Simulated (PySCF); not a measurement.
F3Si2H3, in a box:

```
F Si H
1.0
    13.00000    0.00000    0.00000
     0.00000   13.00000    0.00000
     0.00000    0.00000   14.00000
F Si H
3 2 3
Direct
  0.36961 0.50031 0.60790
  0.51625 0.35554 0.42100
  0.44865 0.52517 0.35184
  0.48486 0.53384 0.58211
  0.52684 0.47729 0.42713
  0.49210 0.64769 0.58762
  0.55580 0.48710 0.65302
  0.63239 0.50469 0.39613
```

Base run:

| Property | Result |
| --- | --- |
| Program | PySCF 2.14.0 |
| Functional | BHandHLYP |
| Dispersion | D3(BJ) |
| Potentials or basis | 6-31g* (all-electron) |
| k mesh | 1 × 1 × 1 |
| Occupations | fixed |
| Spin | no spin polarisation |

Its results: gap between the frontier levels 9.88 eV.

Problem. After a change of settings the same cell gave: gap between the frontier levels 10.09 eV. Which change was it?
A. functional from BHandHLYP to LC-wPBE; dispersion from D3(BJ) to D4
B. functional from BHandHLYP to CAM-B3LYP
C. functional from BHandHLYP to WC; dispersion from D3(BJ) to none

Solution. B.

Caveats: this is a molecule in a periodic box at the Γ point, so its band gap is the HOMO-LUMO gap; the basis of atomic orbitals isn't converged, which shifts pressures, moduli and gaps.

Not every run made on this cell is shown here.
